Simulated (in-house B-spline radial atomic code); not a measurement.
# Pm¹¹⁺: ionisation energy by several methods

How far do functionals differ on the ionisation energy of Pm¹¹⁺? Each run solves Pm¹¹⁺ and then the next ion ([Kr] 4d10 4f1 5s2).

Program: in-house B-spline radial atomic code version 1. Level of theory: Dirac-Coulomb, several functionals; spherical all-electron atom at the radial basis limit. These are calculated values, not measurements, unless marked.

## 1. The system

- element: promethium (Z = 61)
- charge: +11
- electrons: 50
- configuration: [Kr] 4d10 4f2 5s2
- nucleus: Fermi, rms radius 4.962 fm

Outer shells as boxes (Hund's rule):

[Kr] 4d10 4f2 5s2
```
[Kr] core
4d [↑↓][↑↓][↑↓][↑↓][↑↓]
4f [↑ ][↑ ][  ][  ][  ][  ][  ]
5s [↑↓]
```

The boxes only draw the filling; these runs are spin-restricted and spherical.

## 2. PBEsol, a GGA

Settings, as recorded:

```ini
Z = 61
electrons = 50.0
configuration = [Kr] 4d10 4f2 5s2
hamiltonian = dirac
method = pbesol
spin_polarised = False
nucleus = fermi
rms_radius = 4.961999461404065
mass_number = 145
atomic_mass = 144.912755748
speed_of_light = 137.035999084
```

## 3. OLYP, a GGA

The settings differ from step 2 so:

```diff
@@ -4,3 +4,3 @@
 hamiltonian = dirac
-method = pbesol
+method = optx,lyp
 spin_polarised = False
```

## 4. exchange-only LDA

The settings differ from step 3 so:

```diff
@@ -4,3 +4,3 @@
 hamiltonian = dirac
-method = optx,lyp
+method = lda,
 spin_polarised = False
```

The tabulated ionisation energy is 202 ± 10 eV (tabulated theoretical; NIST Atomic Spectra Database). What does each method give, and which comes nearest?

As calculated:

| method | rung | total energy (hartree) | ΔSCF (eV) | with Breit, QED, recoil (eV) | −ε highest (eV) | corrected ΔSCF less tabulated (eV) |
| --- | --- | --- | --- | --- | --- | --- |
| exchange-only LDA | LDA | -9981.0908 | 194.24 | 194.36 | 179.80 (4f7/2) | -7.64 |
| PBEsol | GGA | -9990.0226 | 196.07 | 196.19 | 181.60 (4f7/2) | -5.81 |
| OLYP | GGA | -9997.2942 | 196.81 | 196.93 | 182.29 (4f7/2) | -5.07 |

**Reading.** The tabulated ionisation energy is 202 ± 10 eV (tabulated theoretical; NIST Atomic Spectra Database). OLYP comes nearest (-5.07 eV) and exchange-only LDA is farthest (-7.64 eV, 3.8 %). The table's own uncertainty is as large as these misses, so the order means little. All methods miss on the same side by much the same amount, which points to something that they share. Open shells are averaged (over orientations, and over spins where the run is restricted), while tables refer to the lowest levels. For the semilocal functionals minus the highest level recovers only 93 % of their own ΔSCF value, a mark of self-interaction.

Members of this set that are not shown: 1 used exact exchange with fractional occupations of an open shell, which is unsound here.
